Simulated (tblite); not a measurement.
# C4H15NOSi3: the cost of one run

Computed with tblite 0.8.0 and PySCF 2.14.0, with density-fitted response routines of our own, on a single molecule in the gas phase. Atoms count from 0, in the outputs and in this text.

## Step 1: The molecule as given

24 atoms, charge 0, multiplicity 1; geometry from: force field or distance geometry start.

Bonds of the start (Å): Si0–Si1 2.31, Si1–O2 1.66, O2–Si3 1.66, Si3–N4 1.71, N4–C5 1.46, C5–C6 1.52, C6–C7 1.50, C7–C8 1.53, C8–N4 1.46, Si0–H9 1.48, Si0–H10 1.49, Si0–H11 1.50, Si1–H12 1.49, Si1–H13 1.48, Si3–H14 1.48, Si3–H15 1.46, C5–H16 1.09, C5–H17 1.10, C6–H18 1.10, C6–H19 1.10, C7–H20 1.10, C7–H21 1.10, C8–H22 1.09, C8–H23 1.09.

## Step 2: Geometry optimisation with GFN2-xTB

Job settings and geometry (Å):

```
{"job": {"kind": "relax", "xc": "GFN2-xTB", "basis": "xTB"}, "charge": 0, "multiplicity": 1}
Si     2.294600     1.679800    -0.815300
Si     2.553400    -0.444400    -1.694500
O      1.412900    -1.508400    -1.133900
Si    -0.240800    -1.611900    -1.066000
N     -0.733900    -0.618900     0.234700
C     -0.341200    -0.821300     1.621200
C     -0.854500     0.418800     2.326700
C     -2.183200     0.659400     1.663300
C     -2.002700     0.111000     0.246800
H      3.365100     2.580200    -1.296900
H      2.337600     1.666000     0.672800
H      0.982000     2.268900    -1.238300
H      3.891900    -0.978800    -1.303600
H      2.501800    -0.405800    -3.173000
H     -0.663000    -2.996100    -0.755800
H     -0.855700    -1.116500    -2.294200
H     -0.805400    -1.719900     2.038300
H      0.747800    -0.911200     1.749900
H     -0.952500     0.276600     3.416600
H     -0.181800     1.268900     2.160300
H     -2.472700     1.718800     1.674800
H     -2.973700     0.091000     2.178400
H     -2.851800    -0.521700     0.000400
H     -1.985800     0.935200    -0.473700
```

Command:

```bash
> OMP_NUM_THREADS=1 python probes_run.py task.json out
```

The driver reads the jobs from task.json and runs them one after another.

Q: Estimate the wall time and peak memory of this first job on 1 thread of Arm Neoverse N1, shared host.

About 3.1 s, with a peak of 0.18 GiB.
